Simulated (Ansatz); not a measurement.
**C2H6Cl2InN: how energies converge with the basis set**

Aim: see how fast density functionals converge with the basis set for C2H6Cl2InN.

Program: Ansatz 0.2.0, Gaussian basis. Level of theory: one geometry, several basis sets. These are calculated values, not measurements.

Levels to be run: PBE0-D4/def2-SVP; ωB97M-V/def2-SVP; PBE0-D4/def2-QZVPP; ωB97M-V/def2-QZVPP; the functionals' def2-TZVPP values are taken from earlier runs.

## Step 1: The geometry

All runs share one geometry, relaxed beforehand with PBE0-D4 in a triple-zeta def2 set. In takes the def2 core potential; no spin-orbit term is included.

SMILES `C[N](C)[In]([Cl])[Cl]`, 12 atoms, charge 0, spin multiplicity 1.

Atoms are counted from 1 here; the program's logs count them from 0.

Bond lengths: C1–N2 1.441 Å, C1–H7 1.100 Å, C1–H8 1.100 Å, C1–H9 1.092 Å, N2–C3 1.441 Å, N2–In4 1.984 Å, C3–H10 1.100 Å, C3–H11 1.100 Å, C3–H12 1.092 Å, In4–Cl5 2.308 Å, In4–Cl6 2.308 Å. Angles: N2–C1–H7 111.3°, N2–C1–H8 111.4°, N2–C1–H9 111.2°, H7–C1–H8 107.4°, H7–C1–H9 107.7°, H8–C1–H9 107.7°, C1–N2–C3 114.2°, C1–N2–In4 122.9°, C3–N2–In4 122.9°, N2–C3–H10 111.4°, N2–C3–H11 111.3°, N2–C3–H12 111.2°, H10–C3–H11 107.4°, H10–C3–H12 107.7°, H11–C3–H12 107.7°, N2–In4–Cl5 120.4°, N2–In4–Cl6 120.4°, Cl5–In4–Cl6 119.3°.

As a file:

```csv
atom,x (Å),y (Å),z (Å)
C1,0.60057,-0.42066,-1.27837
N2,0.04280,-0.04086,-0.00544
C3,0.67988,-0.66196,1.12773
In4,-1.46397,1.23775,0.17231
Cl5,-2.41624,2.18720,-1.70385
Cl6,-2.28767,1.78863,2.25708
H7,0.52228,-1.50532,-1.44138
H8,1.66562,-0.15502,-1.34438
H9,0.08267,0.07680,-2.10110
H10,1.74856,-0.40725,1.17584
H11,0.60583,-1.75791,1.07681
H12,0.21966,-0.34140,2.06475
```

## Step 2: PBE0-D4 in def2-SVP

File in.yaml:

```yaml
crystal:
  periodic: [false, false, false]
  atoms:
    - {symbol: C, position_ang: [0.600572, -0.420664, -1.278369]}
    - {symbol: N, position_ang: [0.042803, -0.040855, -0.005437]}
    - {symbol: C, position_ang: [0.679880, -0.661958, 1.127731]}
    - {symbol: In, position_ang: [-1.463967, 1.237746, 0.172312]}
    - {symbol: Cl, position_ang: [-2.416242, 2.187196, -1.703851]}
    - {symbol: Cl, position_ang: [-2.287673, 1.788633, 2.257077]}
    - {symbol: H, position_ang: [0.522283, -1.505319, -1.441376]}
    - {symbol: H, position_ang: [1.665624, -0.155024, -1.344380]}
    - {symbol: H, position_ang: [0.082668, 0.076800, -2.101098]}
    - {symbol: H, position_ang: [1.748558, -0.407247, 1.175837]}
    - {symbol: H, position_ang: [0.605834, -1.757908, 1.076814]}
    - {symbol: H, position_ang: [0.219660, -0.341400, 2.064750]}
basis:
  gaussian: {orbitals: def2-SVP}
hamiltonian: {xc: pbe0, dispersion: d4}
output: {orbitals: {seedname: orbitals}}
```

On the command line:

```console
$ ansatz run in.yaml --threads 2 --pin off --events-out ev --progress --plain --max-ram 22528MiB --backend cpu
```

The runs that follow: ωB97M-V in def2-SVP; PBE0-D4 in def2-QZVPP; ωB97M-V in def2-QZVPP.

Before running them: what should the planned runs give, taken together? Wanted: PBE0-D4: double and triple zeta above quadruple; ωB97M-V: double and triple zeta above quadruple.

As calculated:

```
                                       quantity           value
PBE0-D4: double and triple zeta above quadruple  13.96, 0.99 eV
ωB97M-V: double and triple zeta above quadruple  14.03, 0.96 eV
```

For PBE0-D4 the step from double to triple zeta gains 12.97 eV and the next only 0.99 eV. These are total energies; as a rule much of such shifts cancels in differences, which this series doesn't test.
